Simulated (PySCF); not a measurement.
# YH₁₂O₆ (+3): NMR shieldings, part 2 of 2

PySCF 2.14.0. Atoms count from 0. The steps go on from the part before.

### Step 5. NMR shieldings: PBE/pcSseg-1 Y:us-x2c-TZVPall-2c in water, spin-free

What the job is given:

```
{"job": {"xc": "PBE", "basis": {"default": "pcSseg-1", "Y": "us-x2c-TZVPall-2c"}, "rel": "sf", "solvent": "water", "kind": "hnmr"}, "charge": 3, "multiplicity": 1}
Y      0.000500    -0.000160    -0.000040
O      0.161210     0.162940     2.127850
H      0.143490     0.973320     2.676580
H      0.277150    -0.553350     2.785060
O     -0.158710    -0.164030    -2.127450
H     -0.259270     0.553370    -2.785800
H     -0.159080    -0.975660    -2.674230
O      2.127850     0.163700    -0.162990
H      2.785580     0.273250     0.553320
H      2.676070     0.147840    -0.973280
O     -2.127350    -0.158760     0.163460
H     -2.675350    -0.153240     0.974190
H     -2.784550    -0.267960    -0.553870
O     -0.164760     2.127340    -0.159710
H     -0.976630     2.673790    -0.155340
H      0.551410     2.786220    -0.264510
O      0.163050    -2.127860     0.159190
H     -0.553140    -2.783900     0.275290
H      0.972510    -2.676850     0.142280
```

Level: PBE/pcSseg-1 Y:us-x2c-TZVPall-2c GIAO NMR shielding, spin-free X2C, Gaussian nuclei, IEF-PCM water.

The log of the run:

```text
spin-free SCF
coarse grid: 68752 points
cycle   1  E = -3842.3318685556  dE =  1.297e+00  |g| = 1.719e+00  |ddm| = 5.619e+00
cycle   2  E = -3841.3728647819  dE =  9.590e-01  |g| = 2.853e+00  |ddm| = 2.598e+00
cycle   3  E = -3842.8213217919  dE = -1.448e+00  |g| = 3.127e-01  |ddm| = 1.778e+00
cycle   4  E = -3842.8386335882  dE = -1.731e-02  |g| = 9.060e-02  |ddm| = 2.497e-01
cycle   5  E = -3842.8396682727  dE = -1.035e-03  |g| = 1.667e-02  |ddm| = 6.094e-02
cycle   6  E = -3842.8396885780  dE = -2.031e-05  |g| = 1.798e-03  |ddm| = 1.108e-02
cycle   7  E = -3842.8396892405  dE = -6.625e-07  |g| = 6.180e-04  |ddm| = 1.954e-03
final grid: 145760 points
cycle   8  E = -3842.8392157143  dE = -7.040e-07  |g| = 1.517e-03  |ddm| = 3.560e-03
cycle   9  E = -3842.8392151208  dE =  5.935e-07  |g| = 2.224e-03  |ddm| = 1.609e-03
cycle  10  E = -3842.8392159185  dE = -7.976e-07  |g| = 3.436e-04  |ddm| = 1.199e-03
cycle  11  E = -3842.8392159373  dE = -1.885e-08  |g| = 8.518e-05  |ddm| = 1.859e-04
cycle  12  E = -3842.8392159381  dE = -7.922e-10  |g| = 1.441e-05  |ddm| = 5.019e-05
converged SCF energy = -3842.8392159381
check of the scalar solution
cycle   1  E = -3842.8392159381  dE = -3.843e+03  |FDS-SDF| = 1.464e+00
cycle   2  E = -3842.8393894112  dE = -1.735e-04  |FDS-SDF| = 1.361e-03
cycle   3  E = -3842.8393894111  dE =  6.094e-11  |FDS-SDF| = 4.865e-05
converged, E = -3842.8393894111

Field gradients (au) and densities at the nuclei (bohr^-3)
atom        Vxx        Vyy        Vzz        centre      nuclear mean
  0 Y     -0.0197    -0.0211     0.0408      61232.336      61115.294
  1 O      0.2776     1.3008    -1.5784        281.799        281.799
  2 H     -0.1691    -0.2318     0.4008          0.326          0.326
  3 H     -0.1689    -0.2315     0.4004          0.326          0.326
  4 O      0.2766     1.3010    -1.5776        281.799        281.799
  5 H     -0.1691    -0.2317     0.4007          0.326          0.326
  6 H     -0.1693    -0.2321     0.4014          0.327          0.327
  7 O      0.2773     1.3001    -1.5775        281.799        281.799
  8 H     -0.1694    -0.2320     0.4015          0.327          0.327
  9 H     -0.1696    -0.2324     0.4019          0.327          0.327
 10 O      0.2771     1.3009    -1.5781        281.799        281.799
 11 H     -0.1694    -0.2321     0.4016          0.327          0.327
 12 H     -0.1689    -0.2315     0.4004          0.326          0.326
 13 O      0.2772     1.3005    -1.5777        281.799        281.799
 14 H     -0.1693    -0.2320     0.4014          0.327          0.327
 15 H     -0.1692    -0.2318     0.4010          0.326          0.326
 16 O      0.2769     1.3002    -1.5771        281.798        281.798
 17 H     -0.1700    -0.2328     0.4028          0.327          0.327
 18 H     -0.1699    -0.2327     0.4026          0.327          0.327
without picture change
  0 Y                            0.0419                    104568.352

Core orbital energies (eV)
atom   shell        mean    spread
  0 Y  1s       -16843.338   0.000
  0 Y  2s        -2307.665   0.000
  0 Y  3s         -367.576   0.000
  0 Y  4s          -47.387   0.000
  0 Y  2p        -2054.736   0.000
  0 Y  3p         -285.485   0.001
  0 Y  4p          -27.854   0.004
  0 Y  3d         -150.132   0.005

Shielding tensors (ppm)
atom      isotropic    diamagn.    paramagn.     s11        s22        s33       span
  0 Y      2338.14     3633.80    -1295.67    2333.78    2340.23    2340.39       6.61
  1 O       254.65      388.29     -133.64     194.23     257.78     311.95     117.72
  2 H        25.78       27.12       -1.35      18.37      20.94      38.01      19.64
  3 H        25.77       27.12       -1.35      18.35      20.95      38.00      19.65
  4 O       254.60      388.30     -133.70     194.03     257.77     312.01     117.98
  5 H        25.77       27.12       -1.35      18.35      20.95      38.00      19.65
  6 H        25.78       27.14       -1.36      18.37      20.94      38.02      19.64
  7 O       254.73      388.28     -133.55     194.18     257.92     312.07     117.90
  8 H        25.78       27.13       -1.35      18.35      20.96      38.02      19.67
  9 H        25.79       27.14       -1.35      18.38      20.95      38.03      19.65
 10 O       254.68      388.30     -133.62     194.24     257.80     312.01     117.76
 11 H        25.78       27.14       -1.36      18.38      20.94      38.03      19.65
 12 H        25.77       27.12       -1.35      18.35      20.96      38.00      19.65
 13 O       254.63      388.28     -133.65     194.12     257.83     311.95     117.83
 14 H        25.78       27.13       -1.35      18.37      20.95      38.02      19.65
 15 H        25.77       27.12       -1.35      18.35      20.96      38.01      19.66
 16 O       254.91      388.29     -133.38     194.40     258.05     312.28     117.89
 17 H        25.80       27.16       -1.37      18.37      20.97      38.04      19.67
 18 H        25.80       27.16       -1.36      18.39      20.95      38.06      19.67
```

Wall time 46 s (1 thread of Arm Neoverse V2, shared host); peak memory 1.3 GiB.

### Step 6. NMR shieldings: PBE/pcSseg-1 Y:us-x2c-TZVPall-2c in dichloromethane, spin–orbit

Settings changed since step 5:

```diff
@@ -1,2 +1,2 @@
-{"job": {"xc": "PBE", "basis": {"default": "pcSseg-1", "Y": "us-x2c-TZVPall-2c"}, "rel": "sf", "solvent": "water", "kind": "hnmr"}, "charge": 3, "multiplicity": 1}
+{"job": {"xc": "PBE", "basis": {"default": "pcSseg-1", "Y": "us-x2c-TZVPall-2c"}, "rel": "so", "solvent": "dichloromethane", "kind": "hnmr"}, "charge": 3, "multiplicity": 1}
 Y      0.000500    -0.000160    -0.000040
```

With the program's defaults for keys left out, this is: PBE/pcSseg-1 Y:us-x2c-TZVPall-2c GIAO NMR shielding, X2C with spin-orbit coupling, screened-nuclear two-electron part, Gaussian nuclei, IEF-PCM dichloromethane.

The log of the run:

```text
spin-free SCF
coarse grid: 68752 points
cycle   1  E = -3842.2610529926  dE =  1.366e+00  |g| = 1.726e+00  |ddm| = 5.620e+00
cycle   2  E = -3841.2897118881  dE =  9.713e-01  |g| = 2.868e+00  |ddm| = 2.611e+00
cycle   3  E = -3842.7552949113  dE = -1.466e+00  |g| = 3.115e-01  |ddm| = 1.786e+00
cycle   4  E = -3842.7723660074  dE = -1.707e-02  |g| = 9.283e-02  |ddm| = 2.503e-01
cycle   5  E = -3842.7734993991  dE = -1.133e-03  |g| = 1.646e-02  |ddm| = 6.290e-02
cycle   6  E = -3842.7735185970  dE = -1.920e-05  |g| = 1.871e-03  |ddm| = 1.074e-02
cycle   7  E = -3842.7735193173  dE = -7.203e-07  |g| = 6.224e-04  |ddm| = 2.025e-03
final grid: 145760 points
cycle   8  E = -3842.7730458903  dE = -6.990e-07  |g| = 1.525e-03  |ddm| = 3.560e-03
cycle   9  E = -3842.7730452804  dE =  6.098e-07  |g| = 2.252e-03  |ddm| = 1.628e-03
cycle  10  E = -3842.7730461003  dE = -8.198e-07  |g| = 3.398e-04  |ddm| = 1.210e-03
cycle  11  E = -3842.7730461187  dE = -1.839e-08  |g| = 8.510e-05  |ddm| = 1.852e-04
cycle  12  E = -3842.7730461195  dE = -8.495e-10  |g| = 1.420e-05  |ddm| = 5.124e-05
converged SCF energy = -3842.7730461195
two-component SCF
cycle   1  E = -3842.6370371758  dE = -3.843e+03  |FDS-SDF| = 1.570e+01
cycle   2  E = -3842.9347498752  dE = -2.977e-01  |FDS-SDF| = 1.710e-02
cycle   3  E = -3842.9347503499  dE = -4.748e-07  |FDS-SDF| = 3.563e-03
cycle   4  E = -3842.9347504699  dE = -1.199e-07  |FDS-SDF| = 1.788e-03
cycle   5  E = -3842.9347505702  dE = -1.004e-07  |FDS-SDF| = 2.632e-04
cycle   6  E = -3842.9347505811  dE = -1.087e-08  |FDS-SDF| = 6.395e-05
converged, E = -3842.9347505811

Field gradients (au) and densities at the nuclei (bohr^-3)
atom        Vxx        Vyy        Vzz        centre      nuclear mean
  0 Y     -0.0197    -0.0211     0.0409      61245.267      61128.224
  1 O      0.2745     1.3004    -1.5749        281.797        281.796
  2 H     -0.1690    -0.2316     0.4006          0.326          0.326
  3 H     -0.1689    -0.2313     0.4002          0.326          0.326
  4 O      0.2735     1.3006    -1.5741        281.796        281.796
  5 H     -0.1690    -0.2315     0.4005          0.326          0.326
  6 H     -0.1693    -0.2319     0.4012          0.326          0.326
  7 O      0.2743     1.2997    -1.5740        281.796        281.796
  8 H     -0.1694    -0.2319     0.4012          0.326          0.326
  9 H     -0.1695    -0.2322     0.4017          0.326          0.326
 10 O      0.2741     1.3005    -1.5746        281.796        281.796
 11 H     -0.1694    -0.2320     0.4014          0.326          0.326
 12 H     -0.1689    -0.2313     0.4002          0.326          0.326
 13 O      0.2742     1.3000    -1.5742        281.797        281.796
 14 H     -0.1693    -0.2318     0.4011          0.326          0.326
 15 H     -0.1692    -0.2316     0.4008          0.326          0.326
 16 O      0.2739     1.2998    -1.5736        281.795        281.795
 17 H     -0.1700    -0.2326     0.4026          0.327          0.327
 18 H     -0.1699    -0.2325     0.4024          0.327          0.327
without picture change
  0 Y                            0.0420                    104566.883

Core orbital energies (eV)
atom   shell        mean    spread
  0 Y  1s       -16844.157   0.000
  0 Y  2s        -2308.807   0.000
  0 Y  3s         -368.775   0.000
  0 Y  4s          -48.598   0.000
  0 Y  2p1/2     -2107.236   0.000
  0 Y  2p3/2     -2031.097   0.000
  0 Y  3p1/2      -294.750   0.000
  0 Y  3p3/2      -282.799   0.001
  0 Y  4p1/2       -29.758   0.000
  0 Y  4p3/2       -28.350   0.000
  0 Y  3d3/2      -152.587   0.001
  0 Y  3d5/2      -150.509   0.003

Shielding tensors (ppm)
atom      isotropic    diamagn.    paramagn.     s11        s22        s33       span
  0 Y      2699.17     3431.03     -731.87    2694.67    2701.33    2701.50       6.83
  1 O       252.09      388.60     -136.51     189.44     254.51     312.33     122.89
  2 H        25.76       27.09       -1.33      18.36      20.95      37.96      19.60
  3 H        25.75       27.08       -1.33      18.33      20.96      37.94      19.61
  4 O       252.04      388.61     -136.57     189.24     254.50     312.39     123.15
  5 H        25.75       27.09       -1.34      18.34      20.96      37.94      19.61
  6 H        25.76       27.10       -1.34      18.36      20.96      37.96      19.60
  7 O       252.16      388.59     -136.42     189.38     254.65     312.46     123.08
  8 H        25.76       27.09       -1.34      18.34      20.97      37.96      19.62
  9 H        25.77       27.11       -1.34      18.37      20.96      37.97      19.61
 10 O       252.13      388.61     -136.48     189.48     254.53     312.39     122.91
 11 H        25.76       27.10       -1.34      18.37      20.95      37.97      19.61
 12 H        25.75       27.08       -1.34      18.34      20.97      37.94      19.60
 13 O       252.09      388.59     -136.50     189.34     254.58     312.35     123.00
 14 H        25.76       27.09       -1.33      18.36      20.96      37.96      19.60
 15 H        25.75       27.09       -1.33      18.34      20.97      37.95      19.62
 16 O       252.35      388.60     -136.24     189.63     254.76     312.67     123.04
 17 H        25.78       27.13       -1.35      18.36      20.99      37.99      19.63
 18 H        25.78       27.12       -1.34      18.38      20.96      38.00      19.62
```

Wall time 97 s (1 thread of Arm Neoverse V2, shared host); peak memory 1.5 GiB.

From this job:

| quantity | value |
| --- | --- |
| energy from spin-orbit coupling | -0.1617 Eh |

### Step 7. NMR shieldings: PBE/pcSseg-1 Y:us-x2c-TZVPall-2c in dichloromethane, spin-free

Settings changed since step 6:

```diff
@@ -1,2 +1,2 @@
-{"job": {"xc": "PBE", "basis": {"default": "pcSseg-1", "Y": "us-x2c-TZVPall-2c"}, "rel": "so", "solvent": "dichloromethane", "kind": "hnmr"}, "charge": 3, "multiplicity": 1}
+{"job": {"xc": "PBE", "basis": {"default": "pcSseg-1", "Y": "us-x2c-TZVPall-2c"}, "rel": "sf", "solvent": "dichloromethane", "kind": "hnmr"}, "charge": 3, "multiplicity": 1}
 Y      0.000500    -0.000160    -0.000040
```

Method: PBE/pcSseg-1 Y:us-x2c-TZVPall-2c GIAO NMR shielding, spin-free X2C, Gaussian nuclei, IEF-PCM dichloromethane.

The log of the run:

```text
spin-free SCF
coarse grid: 68752 points
cycle   1  E = -3842.2610529926  dE =  1.366e+00  |g| = 1.726e+00  |ddm| = 5.620e+00
cycle   2  E = -3841.2897118881  dE =  9.713e-01  |g| = 2.868e+00  |ddm| = 2.611e+00
cycle   3  E = -3842.7552949113  dE = -1.466e+00  |g| = 3.115e-01  |ddm| = 1.786e+00
cycle   4  E = -3842.7723660074  dE = -1.707e-02  |g| = 9.283e-02  |ddm| = 2.503e-01
cycle   5  E = -3842.7734993991  dE = -1.133e-03  |g| = 1.646e-02  |ddm| = 6.290e-02
cycle   6  E = -3842.7735185970  dE = -1.920e-05  |g| = 1.871e-03  |ddm| = 1.074e-02
cycle   7  E = -3842.7735193173  dE = -7.203e-07  |g| = 6.224e-04  |ddm| = 2.025e-03
final grid: 145760 points
cycle   8  E = -3842.7730458903  dE = -6.990e-07  |g| = 1.525e-03  |ddm| = 3.560e-03
cycle   9  E = -3842.7730452804  dE =  6.098e-07  |g| = 2.252e-03  |ddm| = 1.628e-03
cycle  10  E = -3842.7730461003  dE = -8.198e-07  |g| = 3.398e-04  |ddm| = 1.210e-03
cycle  11  E = -3842.7730461187  dE = -1.839e-08  |g| = 8.510e-05  |ddm| = 1.852e-04
cycle  12  E = -3842.7730461195  dE = -8.495e-10  |g| = 1.420e-05  |ddm| = 5.124e-05
converged SCF energy = -3842.7730461195
check of the scalar solution
cycle   1  E = -3842.7730461195  dE = -3.843e+03  |FDS-SDF| = 1.464e+00
cycle   2  E = -3842.7732195845  dE = -1.735e-04  |FDS-SDF| = 1.361e-03
cycle   3  E = -3842.7732195846  dE = -4.457e-11  |FDS-SDF| = 4.761e-05
converged, E = -3842.7732195846

Field gradients (au) and densities at the nuclei (bohr^-3)
atom        Vxx        Vyy        Vzz        centre      nuclear mean
  0 Y     -0.0197    -0.0211     0.0408      61232.338      61115.296
  1 O      0.2744     1.3004    -1.5749        281.797        281.796
  2 H     -0.1690    -0.2316     0.4006          0.326          0.326
  3 H     -0.1689    -0.2313     0.4002          0.326          0.326
  4 O      0.2734     1.3006    -1.5741        281.796        281.796
  5 H     -0.1690    -0.2315     0.4005          0.326          0.326
  6 H     -0.1693    -0.2319     0.4012          0.326          0.326
  7 O      0.2742     1.2997    -1.5739        281.796        281.796
  8 H     -0.1694    -0.2319     0.4012          0.326          0.326
  9 H     -0.1695    -0.2322     0.4017          0.326          0.326
 10 O      0.2740     1.3006    -1.5746        281.796        281.796
 11 H     -0.1694    -0.2320     0.4014          0.326          0.326
 12 H     -0.1689    -0.2313     0.4002          0.326          0.326
 13 O      0.2741     1.3000    -1.5741        281.796        281.796
 14 H     -0.1693    -0.2318     0.4011          0.326          0.326
 15 H     -0.1692    -0.2316     0.4008          0.326          0.326
 16 O      0.2738     1.2998    -1.5736        281.795        281.795
 17 H     -0.1700    -0.2326     0.4026          0.327          0.327
 18 H     -0.1699    -0.2325     0.4024          0.327          0.327
without picture change
  0 Y                            0.0420                    104568.354

Core orbital energies (eV)
atom   shell        mean    spread
  0 Y  1s       -16844.550   0.000
  0 Y  2s        -2308.876   0.000
  0 Y  3s         -368.788   0.000
  0 Y  4s          -48.601   0.000
  0 Y  2p        -2055.948   0.000
  0 Y  3p         -286.697   0.001
  0 Y  4p          -28.809   0.000
  0 Y  3d         -151.344   0.005

Shielding tensors (ppm)
atom      isotropic    diamagn.    paramagn.     s11        s22        s33       span
  0 Y      2335.85     3633.87    -1298.02    2331.49    2337.96    2338.12       6.62
  1 O       254.49      388.38     -133.89     193.81     257.83     311.83     118.02
  2 H        25.75       27.09       -1.34      18.34      20.90      38.00      19.66
  3 H        25.74       27.08       -1.35      18.32      20.91      37.99      19.67
  4 O       254.44      388.39     -133.95     193.62     257.83     311.88     118.26
  5 H        25.74       27.09       -1.35      18.32      20.91      37.99      19.67
  6 H        25.75       27.10       -1.35      18.34      20.91      38.01      19.66
  7 O       254.56      388.37     -133.80     193.76     257.98     311.95     118.19
  8 H        25.75       27.10       -1.35      18.32      20.92      38.01      19.69
  9 H        25.76       27.11       -1.35      18.35      20.91      38.02      19.67
 10 O       254.53      388.39     -133.86     193.84     257.86     311.88     118.05
 11 H        25.76       27.11       -1.35      18.35      20.90      38.02      19.67
 12 H        25.74       27.09       -1.35      18.32      20.92      37.98      19.67
 13 O       254.47      388.37     -133.90     193.70     257.88     311.83     118.13
 14 H        25.75       27.10       -1.35      18.34      20.91      38.01      19.66
 15 H        25.74       27.09       -1.35      18.32      20.92      38.00      19.68
 16 O       254.75      388.38     -133.62     194.00     258.10     312.16     118.16
 17 H        25.77       27.13       -1.36      18.34      20.94      38.03      19.69
 18 H        25.77       27.13       -1.35      18.36      20.91      38.05      19.69
```

It took 47 s on 1 thread of Arm Neoverse V2, shared host; peak memory 1.3 GiB.

### Step 8. Shieldings side by side

| run | Y0 | O7 | O13 | O1 | O4 | O16 | O10 | time |
| --- | --- | --- | --- | --- | --- | --- | --- | --- |
| step 2, PBE/pcSseg-1 Y:us-x2c-TZVPall-2c, spin–orbit | 2682.8 | 250.9 | 250.8 | 250.9 | 250.8 | 251.1 | 250.9 | 3 min |
| step 3, PBE/pcSseg-1 Y:us-x2c-TZVPall-2c, spin-free | 2319.6 | 253.3 | 253.2 | 253.2 | 253.2 | 253.5 | 253.3 | 45 s |
| step 4, PBE/pcSseg-1 Y:us-x2c-TZVPall-2c in water, spin–orbit | 2701.5 | 252.3 | 252.2 | 252.3 | 252.2 | 252.5 | 252.3 | 98 s |
| step 5, PBE/pcSseg-1 Y:us-x2c-TZVPall-2c in water, spin-free | 2338.1 | 254.7 | 254.6 | 254.7 | 254.6 | 254.9 | 254.7 | 46 s |
| step 6, PBE/pcSseg-1 Y:us-x2c-TZVPall-2c in dichloromethane, spin–orbit | 2699.2 | 252.2 | 252.1 | 252.1 | 252.0 | 252.4 | 252.1 | 97 s |
| step 7, PBE/pcSseg-1 Y:us-x2c-TZVPall-2c in dichloromethane, spin-free | 2335.9 | 254.6 | 254.5 | 254.5 | 254.4 | 254.8 | 254.5 | 47 s |

### Step 9. Results

This closing draws on all 2 parts.

| quantity | value |
| --- | --- |
| energy from spin-orbit coupling (step 2, PBE/pcSseg-1 Y:us-x2c-TZVPall-2c, spin–orbit) | -0.1617 Eh |
| shieldings (step 2, PBE/pcSseg-1 Y:us-x2c-TZVPall-2c, spin–orbit) | Y0 2682.8, O1 250.9, O4 250.8, O7 250.9, O10 250.9, O13 250.8, O16 251.1 ppm |
| shieldings (step 3, PBE/pcSseg-1 Y:us-x2c-TZVPall-2c, spin-free) | Y0 2319.6, O1 253.2, O4 253.2, O7 253.3, O10 253.3, O13 253.2, O16 253.5 ppm |
| energy from spin-orbit coupling (step 4, PBE/pcSseg-1 Y:us-x2c-TZVPall-2c in water, spin–orbit) | -0.1617 Eh |
| shieldings (step 4, PBE/pcSseg-1 Y:us-x2c-TZVPall-2c in water, spin–orbit) | Y0 2701.5, O1 252.3, O4 252.2, O7 252.3, O10 252.3, O13 252.2, O16 252.5 ppm |
| shieldings (step 5, PBE/pcSseg-1 Y:us-x2c-TZVPall-2c in water, spin-free) | Y0 2338.1, O1 254.7, O4 254.6, O7 254.7, O10 254.7, O13 254.6, O16 254.9 ppm |
| energy from spin-orbit coupling (step 6, PBE/pcSseg-1 Y:us-x2c-TZVPall-2c in dichloromethane, spin–orbit) | -0.1617 Eh |
| shieldings (step 6, PBE/pcSseg-1 Y:us-x2c-TZVPall-2c in dichloromethane, spin–orbit) | Y0 2699.2, O1 252.1, O4 252.0, O7 252.2, O10 252.1, O13 252.1, O16 252.4 ppm |
| shieldings (step 7, PBE/pcSseg-1 Y:us-x2c-TZVPall-2c in dichloromethane, spin-free) | Y0 2335.9, O1 254.5, O4 254.4, O7 254.6, O10 254.5, O13 254.5, O16 254.8 ppm |

What this shows: A contracted two-component basis is stiff near heavy nuclei, so the absolute shieldings of the heavy atoms from it are rough. A continuum can't give the shift that close solvent molecules cause at an ion. Y0 moves most between the runs, by 382 ppm; the labels say what changes from run to run. The geometry comes from tight binding, which is rough for metal atoms, and these values hang on it.
